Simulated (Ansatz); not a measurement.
# Ta2O5: the cost of one run

Method: DFT PBEsol, scalar-relativistic, plane waves, PAW, in Ansatz 0.2.0.

1 further run of the same task is left out (set aside as unsound or not needed).

### Step 1. The structure to begin with

It takes space group P2/m (No. 10, monoclinic). The conventional cell has a = 3.839 Å, b = 3.860 Å, c = 6.779 Å, α = 90.00°, β = 106.37°, γ = 90.00°. O (site symmetry m) is surrounded by 2 Ta at 1.93 Å. Around O (site symmetry m) lie 3 Ta at 1.98 to 2.20 Å. O (site symmetry 2/m) has 2 Ta at 1.90 Å in its first shell of neighbours. Ta (site symmetry m) has 6 O at 1.90 to 2.20 Å in its first shell of neighbours.

Structure file:

```cif
data_structure
_symmetry_space_group_name_H-M 'P 1'
_symmetry_Int_Tables_number 1
_cell_length_a 3.8395
_cell_length_b 3.8598
_cell_length_c 6.7788
_cell_angle_alpha 90.000
_cell_angle_beta 106.374
_cell_angle_gamma 90.000
_cell_volume 96.39
loop_
_atom_site_label
_atom_site_type_symbol
_atom_site_fract_x
_atom_site_fract_y
_atom_site_fract_z
_atom_site_occupancy
O1 O 0.65055 0.50000 0.79907 1
O2 O 0.34945 0.50000 0.20093 1
O3 O 0.18550 0.00000 0.87029 1
O4 O 0.81450 0.00000 0.12971 1
O5 O 0.50000 0.00000 0.50000 1
Ta1 Ta 0.64637 0.00000 0.79215 1
Ta2 Ta 0.35363 0.00000 0.20785 1
```

It goes back to an entry of the Materials Project, which need not be the stable form.

It is the result of an earlier relaxation at this level (volume 13.77 Å³/atom; gap on the mesh: 2.16 eV).

### Step 2. Band edges and mean potential of the bulk

Contents of input.yaml:

```yaml
crystal:
  lattice:
    - [3.8393801304, 0.0, -0.027389806]
    - [0.0, 3.8598247146, 0.0]
    - [-1.8645343671, 0.0, 6.5173207268]
  atoms:
    - { symbol: O, position: [0.6505450579, 0.5, 0.7990690835] }
    - { symbol: O, position: [0.3494549421, 0.5, 0.2009309165] }
    - { symbol: O, position: [0.1855019333, 0.0, 0.8702948401] }
    - { symbol: O, position: [0.8144980667, 0.0, 0.1297051599] }
    - { symbol: O, position: [0.5, 0.0, 0.5] }
    - { symbol: Ta, position: [0.6463655746, 0.0, 0.7921547468] }
    - { symbol: Ta, position: [0.3536344254, 0.0, 0.2078452532] }
basis:
  ecutwfc: 420
kpoints:
  mp_grid: { grid: [8, 8, 4] }
  band_path: { path: [VBM, CBM], npoints: 2 }
hamiltonian:
  xc: pbesol
scf:
  occupations: { method: gaussian, width: 0.02 }
output:
  forces: true
  stress: true
  eigenvalues: true
```

Run with:

```bash
$ ansatz run input.yaml --threads 4 --pin off --max-ram 9216MiB --backend cpu --events-out ev --progress --plain --runs-dir out
```

What time and memory should one allow on 4 threads of Intel Xeon at 2.50GHz (Skylake/Cascade Lake), shared host?

About 28 s, with a peak of 0.56 GiB.
